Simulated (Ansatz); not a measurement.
# RPA@PBE/STO-3G run of SnO (tin(ii) oxide)

Aim: the energy change on altering one bond length of SnO (tin(ii) oxide) at RPA@PBE/STO-3G, from 2 runs. 

The calculation is run with Ansatz 0.2.0.

55 further runs of the same task are left out: 20 that didn't finish, 35 set aside as unsound or not needed.

### Step 1. The structure to begin with

The species is SnO (2 atoms), meant as a singlet with charge 0. SMILES: `[O]=[Sn]`. Geometry: a GFN2-xTB relaxation, a rough one for these elements and not checked as a minimum.

Bond lengths: O1–Sn2 1.804 Å.

### Step 2. A single-point energy at RPA@PBE/STO-3G

job.yaml

```yaml
crystal:
  periodic: [false, false, false]
  atoms:
    - {symbol: O, position_ang: [0.000000, 0.000000, 0.000000]}
    - {symbol: Sn, position_ang: [0.000000, 0.000000, 1.803580]}
basis:
  gaussian:
    orbitals: STO-3G
hamiltonian:
  xc: pbe
correlation:
  method: rpa
  frozen_orbitals: {O: 1, Sn: 18}
accuracy: high
```

Started as:

```bash
$ ansatz run job.yaml --threads 1 --pin off --max-ram 2610MiB --events-out events.jsonl --progress --plain --runs-dir runs
```

Output:

```text
Warning: RAYON_NUM_THREADS=1 ignored (pool sized by the plan → 1); use --threads N
Functional definition: PBE
  name "PBE"
  parameter kappa = 0.804
  parameter beta = 0.06672455060314922
  exchange = pbe_x(kappa = kappa, mu = beta*pi^2/3)
  correlation = pbe_c(beta = beta)
568 factors; integrals over basis functions are off by at most 5.0e-9 eV
mean field evaluation 1: about -164318.0393 eV, gradient 3.6e1 eV
mean field evaluation 2: about -164318.0139 eV, gradient 3.6e1 eV
mean field evaluation 4: about -164319.1550 eV, gradient 3.5e1 eV
mean field evaluation 8: about -164319.1709 eV, gradient 3.5e1 eV
mean field evaluation 16: about -164323.8695 eV, gradient 1.3e-8 eV
mean field -164323.86952958 eV, -6038.7908224930 hartree, gradient 4.6e-9 eV, S^2 0.000000; 0 other end points of the search recorded, 0 dependent functions left out
19 core orbitals not correlated: weight in the atoms' cores, before any rotation towards them, 1.000 or more for the frozen orbitals, at most 0.000 for the correlated occupied ones
reference -164275.97232461 eV, -6037.0306326761 hartree; 10, 10 occupied and 3, 3 virtual orbitals, 568 factors
Total energy: -164282.34083875 eV, -6037.2646712539 hartree
```

Wall time 2.1 s (1 thread of Arm Neoverse V2, shared host); peak memory 0.1 GiB.

### Step 3. The distorted shape, same level

job.yaml

```yaml
crystal:
  periodic: [false, false, false]
  atoms:
    - {symbol: O, position_ang: [0.000000, 0.000000, -0.450920]}
    - {symbol: Sn, position_ang: [0.000000, 0.000000, 1.803580]}
basis:
  gaussian:
    orbitals: STO-3G
correlation:
  method: rpa
  frozen_orbitals: {O: 1, Sn: 18}
hamiltonian:
  xc: {name: PBE}
total_charge: 0
accuracy: high
```

Started as:

```bash
$ ansatz run job.yaml --threads 1 --pin off --max-ram 2610MiB --events-out events.jsonl --progress --plain --runs-dir runs
```

Output, shortened:

```text
Warning: RAYON_NUM_THREADS=1 ignored (pool sized by the plan → 1); use --threads N
Functional definition: PBE
  name "PBE"
[...]
557 factors; integrals over basis functions are off by at most 5.0e-9 eV
[...]
mean field -164321.59567420 eV, -6038.7072598489 hartree, gradient 9.3e-8 eV, S^2 0.000000; 2 other end points of the search recorded, 0 dependent functions left out; unrestricted orbitals would lower it
[...]
unrestricted determinant -164276.15098279 eV, -6037.0371982430 hartree, S^2 1.7982
19 core orbitals not correlated: weight in the atoms' cores, before any rotation towards them, 1.000 or more for the frozen orbitals, at most 0.000 for the correlated occupied ones
reference -164271.88013675 eV, -6036.8802475461 hartree; 10, 10 occupied and 3, 3 virtual orbitals, 557 factors
Total energy: -164280.58421536 eV, -6037.2001165351 hartree
```

It took 2.6 s on 1 thread of Arm Neoverse V2, shared host; peak memory 0.12 GiB.

### Step 4. Outcome

At RPA@PBE/STO-3G, 19 core orbitals frozen:

| quantity | value |
| --- | --- |
| first shape: total energy | -6037.26467 Eh |
| first shape: RPA correlation energy (valence) | -234.0 mEh |
| distorted shape: total energy | -6037.20012 Eh |
| distorted shape: RPA correlation energy (valence) | -319.9 mEh |
| energy change with the O1–Sn2 bond stretched from 1.804 to 2.255 Å | 1.757 eV |

With the O1–Sn2 bond stretched from 1.804 to 2.255 Å the energy rises by 1.76 eV (41 kcal/mol). The first shape isn't relaxed at this level, so the change isn't measured from a minimum. The minimal basis adds a large error of its own. Relativity is left out (first shape) although the molecule holds a heavy atom. The restricted solution (distorted shape) is unstable to spin breaking: an unrestricted one lies lower. Relativity is left out (distorted shape) although the molecule holds a heavy atom.
